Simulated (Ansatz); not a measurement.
## B2H7NSi, SMILES BB[SiH2]N: an atomisation energy

Run with the Ansatz DFT code, driven from Python.

Script `b2h7nsi_tae.py`:
```python
# -*- coding: utf-8 -*-
"""Atomisation energy of B2H7NSi at the given geometry."""

from collections import Counter

import ansatz as az
from ase import Atoms


def energy_of(molecule, charge=0, unpaired=0):
    calc = molecule.calculation().basis(gaussian="6-31G*").functional("B3LYP", dispersion="d4")
    if charge:
        calc = calc.charge(charge)
    if unpaired:
        calc = calc.spin("collinear", total=unpaired)
    report = calc.run(threads=1).report
    if report["published_state_doubts"]:
        print("  doubts:", report["published_state_doubts"])
    return report["free_energy_ev"]

atoms = Atoms(["B", "B", "Si", "N", "H", "H", "H", "H", "H", "H", "H"], positions=[
    [-0.6093, 1.7965, -0.0399],
    [0.5169, 0.8119, -0.6011],
    [0.8081, -0.8719, 0.2893],
    [-0.5666, -1.8658, 0.2562],
    [-0.8473, 2.8601, -0.6221],
    [-1.309, 1.5649, 0.8883],
    [1.1953, 1.1123, -1.5384],
    [1.9728, -1.5699, -0.3795],
    [1.2193, -0.5972, 1.7432],
    [-0.909, -1.974, -0.7207],
    [-1.4058, -1.3238, 0.7452],
])
b2h7nsi = az.Crystal.molecule_from_ase(atoms)

# unpaired electrons of the ground-state atoms
unpaired = {"B": 1, "Si": 2, "N": 3, "H": 1}
counts = Counter(site.symbol for site in b2h7nsi.cartesian_sites)
atom_energy = {s: energy_of(az.Crystal.molecule().atom(s, (0, 0, 0)), 0, unpaired[s]) for s in counts}
whole = energy_of(b2h7nsi, 0, 0)
for s, e in atom_energy.items():
    print(f"{s:2s} x{counts[s]}  {e:14.5f} eV")
print(f"B2H7NSi: {whole:.5f} eV")
split = sum(counts[s] * e for s, e in atom_energy.items()) - whole
print(f"atomisation energy (no zero-point term): {split:.3f} eV, {split / sum(counts.values()):.3f} eV an atom")
```

```console
$ python b2h7nsi_tae.py
B  x2      -670.87915 eV
Si x1     -7874.20605 eV
N  x1     -1485.31962 eV
H  x7       -13.61312 eV
B2H7NSi: -10832.14177 eV
atomisation energy (no zero-point term): 35.566 eV, 3.233 eV an atom
```

35.566 eV from the electronic energies, without the zero-point term.

Caveats:
- The settings weren't tested for convergence.
- The geometry is a force-field or estimated start, not a minimum of this method, and the basis set is short of its limit. All parts are taken at fixed geometry, without zero-point energy.
- b3lyp holds the VWN-RPA fit, as in Gaussian; the form of ORCA and Turbomole is b3lyp5.
- The whole script took 3.8 s on 1 thread of Arm Neoverse V1, with other jobs on the host, peak memory 0.22 GiB.
